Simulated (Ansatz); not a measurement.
**CH₅B₂N: small, medium and large basis sets**

An exercise on one series of results from a longer session: the logs are not shown, and one member is left open.

Program: Ansatz 0.2.0, Gaussian basis. Level of theory: one geometry, several basis sets. These are calculated values, not measurements.

The runs, in order: PBE0-D4/def2-SVP; ωB97M-V/def2-SVP; PBE0-D4/def2-QZVPP; ωB97M-V/def2-QZVPP; the functionals' def2-TZVPP values are taken from earlier runs.

## The relaxed structure

An earlier PBE0-D4 in a triple-zeta def2 set relaxation fixed the geometry.

SMILES `BBC=N`, 9 atoms, charge 0, spin multiplicity 1.

Atoms are counted from 1 here; the program's logs count them from 0.

Bond lengths: B1–B2 1.634 Å, B1–H5 1.199 Å, B1–H6 1.199 Å, B2–C3 1.562 Å, B2–H7 1.203 Å, C3–N4 1.274 Å, C3–H8 1.099 Å, N4–H9 1.023 Å. Angles: B2–B1–H5 121.5°, B2–B1–H6 122.2°, H5–B1–H6 116.3°, B1–B2–C3 122.8°, B1–B2–H7 121.0°, C3–B2–H7 116.2°, B2–C3–N4 124.8°, B2–C3–H8 119.1°, N4–C3–H8 116.0°, C3–N4–H9 111.5°.

Coordinates:

```xyz
9

B    -0.6258    1.2572   -0.7024
B     0.5136    0.1075   -0.4773
C     0.2366   -1.2158    0.3058
N     0.1189   -1.3010    1.5712
H    -1.2869    1.2961   -1.7021
H    -0.8522    2.1018    0.1186
H     1.6314    0.2520   -0.8982
H     0.1832   -2.1632   -0.2481
H     0.1697   -0.3806    2.0153
```

The first run:

in.yaml reads:

```yaml
crystal:
  periodic: [false, false, false]
  atoms:
    - {symbol: B, position_ang: [-0.625779, 1.257157, -0.702426]}
    - {symbol: B, position_ang: [0.513595, 0.107466, -0.477299]}
    - {symbol: C, position_ang: [0.236650, -1.215829, 0.305828]}
    - {symbol: N, position_ang: [0.118893, -1.301036, 1.571194]}
    - {symbol: H, position_ang: [-1.286914, 1.296087, -1.702107]}
    - {symbol: H, position_ang: [-0.852214, 2.101777, 0.118634]}
    - {symbol: H, position_ang: [1.631393, 0.251957, -0.898173]}
    - {symbol: H, position_ang: [0.183210, -2.163221, -0.248143]}
    - {symbol: H, position_ang: [0.169665, -0.380558, 2.015293]}
basis:
  gaussian: {orbitals: def2-SVP}
hamiltonian: {xc: pbe0, dispersion: d4}
output: {orbitals: {seedname: orbitals}}
```

Steps of the session up to this table: PBE0-D4 in def2-SVP; ωB97M-V in def2-SVP; PBE0-D4 in def2-QZVPP; ωB97M-V in def2-QZVPP.

One of the session's tables, all rows but one given; the rest of the session is left out.

It belongs to the step «Density functionals: the series». 

| functional | basis | HOMO (eV) | LUMO (eV) |
| --- | --- | --- | --- |
| PBE0-D4 | def2-SVP | ? | ? |
| PBE0-D4 | def2-TZVPP | -7.37 | -2.09 |
| PBE0-D4 | def2-QZVPP | -7.40 | -2.11 |
| ωB97M-V | def2-SVP | -9.47 | 0.08 |
| ωB97M-V | def2-TZVPP | -9.70 | -0.13 |
| ωB97M-V | def2-QZVPP | -9.73 | -0.19 |

Estimate the missing values for PBE0-D4, def2-SVP.

The run gave: HOMO (eV): -7.17; LUMO (eV): -1.99. In the column «HOMO (eV)» it is the highest.
